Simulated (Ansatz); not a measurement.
# Cs2Ga2Se5: the cost of one run

Computed with Ansatz 0.2.0 (DFT PBEsol, scalar-relativistic, plane waves, PAW).

## (1) The system as given

It takes space group C2/c (No. 15, monoclinic). The conventional cell has a = 16.021 Å, b = 7.625 Å, c = 13.312 Å, α = 90.00°, β = 126.90°, γ = 90.00°. Around Cs (site symmetry 1) lie 10 Se at 3.81 to 4.23 Å and 1 Ga at 4.09 Å. Around Ga (site symmetry 1) lie 4 Se at 2.42 to 2.46 Å. Se (site symmetry 1) is surrounded by 2 Ga at 2.45 Å. Se (site symmetry 2) is surrounded by 2 Ga at 2.42 Å. Se (site symmetry 1) has 1 Se at 2.39 Å and 1 Ga at 2.46 Å as nearest neighbours.

Structure file:

```
Cs Ga Se
1.0
     8.01028   -3.81244   -0.00477
     8.01028    3.81244   -0.00477
    -7.98721    0.00000   10.64943
Cs Ga Se
4 4 10
Direct
  0.34707 0.88119 0.05134
  0.65293 0.11881 0.94866
  0.11881 0.65293 0.44866
  0.88119 0.34707 0.55134
  0.13138 0.59029 0.12516
  0.86862 0.40971 0.87484
  0.40971 0.86862 0.37484
  0.59029 0.13138 0.62516
  0.08746 0.52308 0.90897
  0.91254 0.47692 0.09103
  0.47692 0.91254 0.59103
  0.52308 0.08746 0.40897
  0.05937 0.94063 0.25000
  0.94063 0.05937 0.75000
  0.47358 0.36037 0.23117
  0.52642 0.63963 0.76883
  0.63963 0.52642 0.26883
  0.36037 0.47358 0.73117
```

This cell was relaxed beforehand with the same method: volume 36.12 Å³/atom, gap on the mesh 2.06 eV.

## (2) The cell under PBEsol

Contents of input.yaml:

```yaml
crystal:
  lattice:
    - [8.0102786091, -3.8124364926, -0.0047708257]
    - [8.0102786091, 3.8124364926, -0.0047708257]
    - [-7.9872089948, 0.0, 10.6494252671]
  atoms:
    - { symbol: Cs, position: [0.3470702502, 0.8811891654, 0.0513441627] }
    - { symbol: Cs, position: [0.6529297498, 0.1188108346, 0.9486558373] }
    - { symbol: Cs, position: [0.1188108346, 0.6529297498, 0.4486558373] }
    - { symbol: Cs, position: [0.8811891654, 0.3470702502, 0.5513441627] }
    - { symbol: Ga, position: [0.1313767507, 0.5902924966, 0.1251635928] }
    - { symbol: Ga, position: [0.8686232493, 0.4097075034, 0.8748364072] }
    - { symbol: Ga, position: [0.4097075034, 0.8686232493, 0.3748364072] }
    - { symbol: Ga, position: [0.5902924966, 0.1313767507, 0.6251635928] }
    - { symbol: Se, position: [0.0874580754, 0.5230780558, 0.9089695144] }
    - { symbol: Se, position: [0.9125419246, 0.4769219442, 0.0910304856] }
    - { symbol: Se, position: [0.4769219442, 0.9125419246, 0.5910304856] }
    - { symbol: Se, position: [0.5230780558, 0.0874580754, 0.4089695144] }
    - { symbol: Se, position: [0.0593687267, 0.9406312733, 0.25] }
    - { symbol: Se, position: [0.9406312733, 0.0593687267, 0.75] }
    - { symbol: Se, position: [0.4735830029, 0.3603650167, 0.2311690699] }
    - { symbol: Se, position: [0.5264169971, 0.6396349833, 0.7688309301] }
    - { symbol: Se, position: [0.6396349833, 0.5264169971, 0.2688309301] }
    - { symbol: Se, position: [0.3603650167, 0.4735830029, 0.7311690699] }
basis:
  ecutwfc: 420
kpoints:
  mp_grid: { grid: [4, 4, 4] }
hamiltonian:
  xc: pbesol
scf:
  occupations: { method: gaussian, width: 0.02 }
output:
  forces: true
  stress: true
  eigenvalues: true
relax:
  adjacent_minimum: "off"
  f_tol: 0.005
  max_steps: 50
  cell: { stress_tol: 0.05 }
```

Launch:

```console
> ansatz run input.yaml --threads 8 --pin off --max-ram 22528MiB --backend cpu --events-out ev --progress --plain --runs-dir out
```

What time and memory should one allow on 8 threads of Arm Neoverse V2, shared host?

About 3.7 min, with a peak of 4.7 GiB.
